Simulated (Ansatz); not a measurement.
# Sb5Se: the cost of one run

Program: Ansatz 0.2.0. Level of theory: DFT PBE, scalar-relativistic, plane waves, PAW. These are calculated values, not measurements.

2 further runs of the same task are left out: 1 that didn't finish, 1 set aside as unsound or not needed.

## Step 1: The starting structure

The structure is cubic, space group F-43m (No. 216). The conventional cell has a = 9.073 Å, b = 9.073 Å, c = 9.073 Å, α = 90.00°, β = 90.00°, γ = 90.00°. Around Sb (site symmetry -43m) lie 12 Sb at 3.76 Å and 4 Se at 3.93 Å. Sb (site symmetry 3m) is surrounded by 9 Sb at 3.20 to 3.76 Å and 3 Se at 3.76 Å. Around Se (site symmetry -43m) lie 16 Sb at 3.76 to 3.93 Å.

Structure file:

```xyz
6
Lattice="0.0000 4.5364 4.5364 4.5364 0.0000 4.5364 4.5364 4.5364 0.0000" Properties=species:S:1:pos:R:3 pbc="T T T"
Sb    2.2682    2.2682    2.2682
Sb    5.6671    3.4058    3.4058
Sb    5.6671    5.6671    5.6671
Sb    3.4058    3.4058    5.6671
Sb    3.4058    5.6671    3.4058
Se    0.0000    0.0000    0.0000
```

A structure generator made this guess: species swapped into a database cell of Be5Pd (F-43m, No. 216), with Sb on the Be sites and Se on the Pd sites. Its size is a rough estimate.

## Step 2: The guess as it stands, on a coarse mesh

input.yaml

```yaml
crystal:
  lattice:
    - [0.0, 4.53644562, 4.53644562]
    - [4.53644562, 0.0, 4.53644562]
    - [4.53644562, 4.53644562, 0.0]
  atoms:
    - { symbol: Sb, position: [0.25, 0.25, 0.25] }
    - { symbol: Sb, position: [0.12615657, 0.62461448, 0.62461448] }
    - { symbol: Sb, position: [0.62461448, 0.62461448, 0.62461448] }
    - { symbol: Sb, position: [0.62461448, 0.62461448, 0.12615657] }
    - { symbol: Sb, position: [0.62461448, 0.12615657, 0.62461448] }
    - { symbol: Se, position: [0.0, 0.0, 0.0] }
basis:
  ecutwfc: 420
kpoints:
  mp_grid: { grid: [4, 4, 4] }
hamiltonian:
  xc: pbe
scf:
  occupations: { method: gaussian, width: 0.1 }
  lower_state_search: "off"
output:
  forces: true
  stress: true
  eigenvalues: true
```

Command:

```
$ ansatz run input.yaml --threads 1 --pin off --max-ram 2560MiB --backend cpu --events-out ev --progress --plain --runs-dir out
```

**Question.** How long does this run take on 1 thread of Intel Xeon Platinum 8488C (Sapphire Rapids), shared host, and how much memory does it need?

About 4.5 s, with a peak of 0.48 GiB.
